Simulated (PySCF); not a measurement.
# TaNCl: doublet, from a bent start

The task is one start of a wider search on TaNCl: the doublet, from a bent start. It is relaxed, tested by its Hessian and followed downhill if it is a saddle.

Method: PBE0, basis Ta def2-TZVP with ECP60, N def2-TZVP, Cl def2-TZVP, scalar-relativistic core potentials, no spin–orbit coupling, density fitting; program: PySCF 2.14.0.

### 1 Where the work starts

3 atoms, charge 0, spin multiplicity 2.

Bond lengths: Ta1–N2 1.860 Å, Ta1–Cl3 2.450 Å. Angles: N2–Ta1–Cl3 110.0°.

Coordinates in bohr (charge 0 multiplicity 2):
```
Ta    0.0000    0.0000    0.0000
N    -2.8792    0.0000    2.0161
Cl    3.7925    0.0000    2.6556
```

### 2 Finding the electronic state

The steps below are one call of a driver around PySCF. For each, scf.py gives the equivalent set-up of the SCF; relaxations use the driver's own optimiser. After this first run the driver tries any further starts and a stability analysis.

File scf.py:

```python
from pyscf import gto, scf, dft
mol = gto.M(atom='''
Ta     0.000000     0.000000     0.000000
N     -1.523600     0.000000     1.066900
Cl     2.006900     0.000000     1.405300''',
    basis={'Ta': 'def2-TZVP', 'N': 'def2-TZVP', 'Cl': 'def2-TZVP'},
    ecp={'Ta': 'def2-TZVP'},
    charge=0, spin=1)
mf = dft.UKS(mol, xc='PBE0')
mf.grids.atom_grid = (50, 194)
aux = {'Ta': 'def2-universal-JKFIT', 'N': 'def2-universal-JKFIT', 'Cl': 'def2-universal-JKFIT'}
mf = mf.density_fit(auxbasis=aux)
mf.conv_tol = 1e-08
mf.diis_space = 10
mf.max_cycle = 60
mf.init_guess = 'minao'
mf.verbose = 4
mf.kernel()
```

Started as:

```bash
$ OMP_NUM_THREADS=4 python axn.py task.json out
```

What it wrote:

```text
init E= -552.597034760114
[... the frontier-level lines of each cycle are left out ...]
cycle= 1 E= -571.617400107003  delta_E=  -19  |g|= 0.449  |ddm|= 4.48
cycle= 2 E= -571.443754381319  delta_E= 0.174  |g|= 0.731  |ddm|= 1.11
cycle= 3 E= -571.578877573801  delta_E= -0.135  |g|= 0.543  |ddm|= 0.731
cycle= 4 E= -571.714660831403  delta_E= -0.136  |g|= 0.126  |ddm|= 0.361
cycle= 5 E= -571.721595091572  delta_E= -0.00693  |g|= 0.0388  |ddm|= 0.0979
cycle= 6 E= -571.722423313103  delta_E= -0.000828  |g|= 0.0105  |ddm|= 0.039
cycle= 7 E= -571.722585880483  delta_E= -0.000163  |g|= 0.00472  |ddm|= 0.0169
cycle= 8 E= -571.722696547012  delta_E= -0.000111  |g|= 0.00379  |ddm|= 0.0155
cycle= 9 E= -571.722911463636  delta_E= -0.000215  |g|= 0.00266  |ddm|= 0.0371
cycle= 10 E= -571.723034619656  delta_E= -0.000123  |g|= 0.00189  |ddm|= 0.0351
cycle= 11 E= -571.723067316017  delta_E= -3.27e-05  |g|= 0.000967  |ddm|= 0.0154
cycle= 12 E= -571.723078073137  delta_E= -1.08e-05  |g|= 0.000505  |ddm|= 0.00912
cycle= 13 E= -571.723081327034  delta_E= -3.25e-06  |g|= 0.000267  |ddm|= 0.00555
cycle= 14 E= -571.723082052392  delta_E= -7.25e-07  |g|= 0.000128  |ddm|= 0.00316
cycle= 15 E= -571.723082111652  delta_E= -5.93e-08  |g|= 6.92e-05  |ddm|= 0.000546
cycle= 16 E= -571.723082129353  delta_E= -1.77e-08  |g|= 5.07e-05  |ddm|= 0.000307
cycle= 17 E= -571.723082137134  delta_E= -7.78e-09  |g|= 3.5e-05  |ddm|= 0.000263
Extra cycle  E= -571.723082130654  delta_E= 6.48e-09  |g|= 0.00014  |ddm|= 0.000119
converged SCF energy = -571.723082130654  <S^2> = 0.83266014  2S+1 = 2.0810191
```

This step, with its further starts and checks, ran for 12 s (4 threads of Arm Neoverse V1, shared host).

Energies from each starting density:

```
                      start  energy (Eh)
    the minimal-basis guess  -571.723082
a thermally smeared density  -571.723082
      a smeared PBE density  -571.723082
```

No lower solution of this spin turned up from the other starts or in the test of internal stability.

### 3 Bent start, doublet: relaxation

The program finds Cs symmetry in the start, which this walk keeps.

Edit scf.py of step 2 so:

```diff
@@ -3,3 +3,3 @@
-Ta     0.000000     0.000000     0.000000
-N     -1.523600     0.000000     1.066900
-Cl     2.006900     0.000000     1.405300''',
+Ta    -0.212439     0.000000    -0.278713
+N     -1.736039     0.000000     0.788187
+Cl     1.794461     0.000000     1.126587''',
@@ -16 +15,0 @@
-mf.init_guess = 'minao'
```

Steps of the walk:

```
step  energy (Eh)  change (kJ/mol)  largest symmetric gradient (Eh/bohr)
   0  -571.723082             0.00                               0.10791
   1  -571.754174           -81.63                               0.01729
   2  -571.756265           -87.12                               0.00958
   3  -571.756536           -87.83                               0.00636
   4  -571.756592           -87.98                               0.00041
   5  -571.756593           -87.98                               0.00003
```

The walk took 13 s.

Geometry (Å) and forces (eV/Å) at some steps:

```
step 0
Ta  -0.212   0.000  -0.279  -3.768   0.000   4.928
N   -1.736   0.000   0.788   5.549   0.000  -3.772
Cl   1.794   0.000   1.127  -1.781   0.000  -1.156
step 1
Ta  -0.244   0.000  -0.208   0.522   0.000   0.229
N   -1.632   0.000   0.745   0.367   0.000   0.107
Cl   1.721   0.000   1.098  -0.889   0.000  -0.336
step 3
Ta  -0.223   0.000  -0.259  -0.323   0.000   0.231
N   -1.542   0.000   0.793   0.258   0.000  -0.258
Cl   1.610   0.000   1.102   0.066   0.000   0.026
step 5
Ta  -0.226   0.000  -0.253   0.003   0.000   0.000
N   -1.546   0.000   0.788   0.001   0.000  -0.007
Cl   1.618   0.000   1.101  -0.003   0.000   0.007
```

End point (Cs, 5 steps, 88.0 kJ/mol gained): Ta–Cl 2.288 Å, Ta–N 1.681 Å; Cl–Ta–N 105.4°.

### 4 Is it a minimum? Harmonic modes

On the finer grid the gradient is checked again; gradients at displacements of ±0.02 bohr then give force constants and infrared intensities.

Edit scf.py of step 3 so:

```diff
@@ -3,3 +3,3 @@
-Ta    -0.212439     0.000000    -0.278713
-N     -1.736039     0.000000     0.788187
-Cl     1.794461     0.000000     1.126587''',
+Ta    -0.200077     0.000000    -0.268118
+N     -1.521274     0.000000     0.770854
+Cl     1.645725     0.000000     1.084844''',
@@ -10 +10 @@
-mf.grids.atom_grid = (50, 194)
+mf.grids.atom_grid = (75, 302)
@@ -13 +13 @@
-mf.conv_tol = 1e-08
+mf.conv_tol = 1e-10
```

The driver hands on the density of the step before, so the log starts near convergence.

Log of the central SCF (cycles and frontier levels):

```text
init E= -571.756736554617
[... the frontier-level lines of each cycle are left out ...]
cycle= 1 E= -571.756736554615  delta_E= 2.16e-12  |g|= 3.02e-06  |ddm|= 4.63e-06
Extra cycle  E= -571.75673655461  delta_E= 4.55e-12  |g|= 4.33e-06  |ddm|= 6.22e-06
converged SCF energy = -571.75673655461  <S^2> = 0.76185708  2S+1 = 2.0118221
```

The whole step took 49 s.

Geometry: Cs; Ta–Cl 2.289 Å, Ta–N 1.681 Å; Cl–Ta–N 105.6°.

Harmonic modes (main isotopes):

```
symmetry  ω (cm⁻¹)  IR (km/mol)     type
      a'       228          9.5     bend
      a'       396         50.8  stretch
      a'      1097         89.4  stretch
```

All wavenumbers are real: a minimum.

Properties at this point:

| Property | Result |
| --- | --- |
| Dipole moment | 5.19 D |
| Highest occupied level | -6.36 eV |
| Lowest empty level | -3.22 eV |
| Rotational constants | 0.5248, 0.1023, 0.08564 cm⁻¹ |
| Zero-point energy | 10.3 kJ/mol |
| Principal polarisabilities | 69.7, 74.7, 75.8 bohr³ |
| Atomisation energy without zero-point energy | 1032 kJ/mol |
| Principal traceless quadrupole moments about the centre of mass | -10.05, 3.74, 6.31 D Å |
| Entropy at 298.15 K and 1 bar (electronic part: spin only) | 300.8 J/(mol K) |
| Heat capacity Cp at 298.15 K | 48.1 J/(mol K) |
| Enthalpy at 298.15 K above 0 K | 12.16 kJ/mol |
| Rotational symmetry number | 1 |
| Spin squared ⟨S²⟩ | 0.762 |

Populations by atom (charges in e):

| atom | Mulliken | Löwdin | polar tensor | spin (Mulliken) | Mayer order to Ta1 |
| --- | --- | --- | --- | --- | --- |
| Ta1 | 0.74 | 0.29 | 1.22 | 1.19 | – |
| N2 | -0.42 | -0.34 | -0.71 | -0.16 | 3.00 |
| Cl3 | -0.32 | 0.06 | -0.51 | -0.03 | 1.14 |

Outer orbital energies (eV). α occupied: -18.70, -10.88, -9.91, -9.74, -8.19, -7.96, -7.54, -6.36; empty: -3.10, -2.98, -1.43, -0.46. β occupied: -22.57, -18.87, -10.84, -9.89, -9.74, -8.15, -7.99, -7.49; empty: -3.22, -2.41, -2.19, -0.61.

Mulliken populations on Ta1 (outside its core potential): s 2.73, p 6.24, d 3.22, f 0.07.

### 5 Summary of results

```
                                          quantity                                        value
                                           minimum                                  doublet, Cs
                                          geometry  Ta–Cl 2.289 Å, Ta–N 1.681 Å; Cl–Ta–N 105.6°
                                wavenumbers (cm⁻¹)                228 (a'), 396 (a'), 1097 (a')
                                     dipole moment                                       5.19 D
highest occupied, lowest empty level (either spin)                              -6.36, -3.22 eV
                        polar-tensor charge of Ta1                                      +1.22 e
                                 zero-point energy                                  10.3 kJ/mol
                               entropy at 298.15 K                              300.8 J/(mol K)
         atomisation energy (no zero-point energy)                                  1032 kJ/mol
                                              ⟨S²⟩                                        0.762
```

In words: The bent start keeps its Cs symmetry and ends in a minimum. In the infrared the band at 1097 cm⁻¹ (a', stretch) leads. With 5.2 D the molecule is strongly polar. Most of the spin sits on Ta1 (Mulliken spin 1.19, against 1 for the whole molecule). Only this shape and spin were tried, so other structures or states may lie lower. One determinant may miss the lowest occupation of an open d or f shell. Spin–orbit coupling, left out here, can matter for elements this heavy.

The search up to here took 74 s.
